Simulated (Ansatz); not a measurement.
# C₂H₁₀AlOP: basis-set convergence

An exercise on one series of results from a longer session: the logs are not shown, and one member is left open.

Program: Ansatz 0.2.0, Gaussian basis. Level of theory: one geometry, several basis sets. These are calculated values, not measurements.

The runs, in order: PBE0-D4/def2-SVP; ωB97M-V/def2-SVP; PBE0-D4/def2-QZVPP; ωB97M-V/def2-QZVPP; the functionals' def2-TZVPP values are taken from earlier runs.

**Structure used throughout**

An earlier PBE0-D4 in a triple-zeta def2 set relaxation fixed the geometry.

SMILES `[CH3][Al-]([CH3])([OH])[PH3+]`, 15 atoms, charge 0, spin multiplicity 1.

Atoms are counted from 1 here; the program's logs count them from 0.

Bond lengths: C1–Al2 1.960 Å, C1–H6 1.095 Å, C1–H7 1.096 Å, C1–H8 1.094 Å, Al2–C3 1.967 Å, Al2–O4 1.730 Å, Al2–P5 2.617 Å, C3–H9 1.095 Å, C3–H10 1.096 Å, C3–H11 1.095 Å, O4–H12 0.955 Å, P5–H13 1.413 Å, P5–H14 1.411 Å, P5–H15 1.410 Å. Angles: Al2–C1–H6 112.6°, Al2–C1–H7 110.5°, Al2–C1–H8 112.1°, H6–C1–H7 106.7°, H6–C1–H8 107.9°, H7–C1–H8 106.7°, C1–Al2–C3 121.8°, C1–Al2–O4 114.7°, C1–Al2–P5 98.5°, C3–Al2–O4 118.6°, C3–Al2–P5 101.2°, O4–Al2–P5 91.9°, Al2–C3–H9 113.1°, Al2–C3–H10 110.7°, Al2–C3–H11 111.9°, H9–C3–H10 106.8°, H9–C3–H11 107.4°, H10–C3–H11 106.5° and more.

Set-up of the first run:

Input file in.yaml:

```yaml
crystal:
  periodic: [false, false, false]
  atoms:
    - {symbol: C, position_ang: [-1.773403, -0.023418, 1.069031]}
    - {symbol: Al, position_ang: [-0.170278, -0.633798, 0.120985]}
    - {symbol: C, position_ang: [1.565198, -0.814906, 1.028021]}
    - {symbol: O, position_ang: [-0.482391, -1.607879, -1.274180]}
    - {symbol: P, position_ang: [0.244537, 1.492489, -1.346579]}
    - {symbol: H, position_ang: [-1.595066, 0.880918, 1.660056]}
    - {symbol: H, position_ang: [-2.121902, -0.792111, 1.767841]}
    - {symbol: H, position_ang: [-2.602983, 0.180714, 0.385458]}
    - {symbol: H, position_ang: [2.404105, -0.923883, 0.333131]}
    - {symbol: H, position_ang: [1.573774, -1.699091, 1.675589]}
    - {symbol: H, position_ang: [1.781847, 0.044436, 1.671416]}
    - {symbol: H, position_ang: [0.187472, -2.185950, -1.634252]}
    - {symbol: H, position_ang: [0.510736, 2.803601, -0.892365]}
    - {symbol: H, position_ang: [1.271034, 1.420523, -2.312204]}
    - {symbol: H, position_ang: [-0.814479, 1.807755, -2.222748]}
basis:
  gaussian: {orbitals: def2-SVP}
hamiltonian: {xc: pbe0, dispersion: d4}
output: {orbitals: {seedname: orbitals}}
```

Started as:

```bash
$ ansatz run in.yaml --threads 8 --pin off --events-out ev --progress --plain --max-ram 18278MiB
```

Among the steps run: PBE0-D4 in def2-SVP; ωB97M-V in def2-SVP; PBE0-D4 in def2-QZVPP; ωB97M-V in def2-QZVPP.

One table of the session follows, with a row left open; its other results are not shown here.

It belongs to the step «Density functionals: the series». 

| functional | basis | HOMO (eV) | LUMO (eV) |
| --- | --- | --- | --- |
| PBE0-D4 | def2-SVP | ? | ? |
| PBE0-D4 | def2-TZVPP | -7.09 | -0.05 |
| PBE0-D4 | def2-QZVPP | -7.12 | -0.14 |
| ωB97M-V | def2-SVP | -9.23 | 2.27 |
| ωB97M-V | def2-TZVPP | -9.36 | 1.79 |
| ωB97M-V | def2-QZVPP | -9.38 | 1.10 |

Q: Estimate the row for PBE0-D4, def2-SVP from the others.

The run gave: HOMO (eV): -6.97; LUMO (eV): 0.32. In the column «HOMO (eV)» it is the highest.
